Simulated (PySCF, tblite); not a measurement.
# C₄H₆BF₂S radical: geometry, infrared bands and EPR parameters

Aim: predict the infrared bands and EPR parameters of C₄H₆BF₂S radical (`FB(F)[C@H]1CC[CH]S1`).

Computed with tblite 0.8.0 and PySCF 2.14.0, with density-fitted response routines of our own, on a single molecule in the gas phase. Atoms count from 0, in the outputs and in this text.

### 1 The molecule as given

14 atoms, charge 0, multiplicity 2; geometry from: force field or distance geometry start.

Bonds of the start (Å): F0–B1 1.46, B1–F2 1.45, B1–C3 1.56, C3–C4 1.48, C4–C5 1.47, C5–C6 1.48, C6–S7 1.83, S7–C3 1.83, C3–H8 1.10, C4–H9 1.12, C4–H10 1.13, C5–H11 1.12, C5–H12 1.11, C6–H13 1.09.

### 2 Geometry optimisation with GFN2-xTB

Job settings and geometry (Å):

```
{"job": {"kind": "relax", "xc": "GFN2-xTB", "basis": "xTB"}, "charge": 0, "multiplicity": 2}
F      3.205000     1.308500    -0.375100
B      2.255200     0.316000     0.105100
F      2.800500    -0.691900     0.995600
C      0.742700     0.573300    -0.184900
C     -0.061400    -0.618500    -0.536300
C     -1.469600    -0.523900    -0.113100
C     -1.791600     0.751700     0.558400
S     -0.164600     1.188800     1.285500
H      0.597700     1.355300    -0.951500
H      0.380900    -1.528200    -0.061300
H     -0.053000    -0.839100    -1.643100
H     -1.691800    -1.374900     0.573400
H     -2.156800    -0.647800    -0.971200
H     -2.594000     0.730100     1.296200
```

On the command line:

```sh
OMP_NUM_THREADS=1 python probes_run.py task.json out
```

This one command runs all jobs of the session in turn.

**Question.** This job is followed by: GFN2-xTB harmonic vibrations, gas phase; UKS B3LYP, pcH-1 on B C F H S, non-relativistic, mean-field spin-orbit, GIAO. Predict these results of the whole session: strongest single infrared mode (GFN2-xTB); zero-point energy (GFN2-xTB); g(iso) (B3LYP); ⟨S²⟩; largest a(iso) (averaged by class); surface potential, 1st and 99th percentile.

The runs gave:

```
                                 quantity                  value
strongest single infrared mode (GFN2-xTB)  1269 cm⁻¹, 351 km/mol
             zero-point energy (GFN2-xTB)          60.5 kcal/mol
                           g(iso) (B3LYP)                2.00452
                                     ⟨S²⟩     0.755 (exact 0.75)
       largest a(iso) (averaged by class)   1H on H12, 112.8 MHz
    surface potential, 1st and 99th percentile     -0.78 V and 1.62 V
```

**Reading.** The optimisation took 91 steps and gained 1.352 eV; among the close pairs (by a distance rule), F0–B1 changed most, from 1.455 to 1.319 Å. All 36 modes are real, so the xTB geometry is a minimum. The strongest single mode, at 1269 cm⁻¹, has its largest shares on B1, C3 and F2 (the list is cut at 3 atoms). Unscaled tight-binding wavenumbers are off by several per cent, some by more. Its intensities can rank the bands wrongly. C6 carries the largest spin population, 0.83 e. The isotropic g lies 2.2 ppt above the free-electron value.
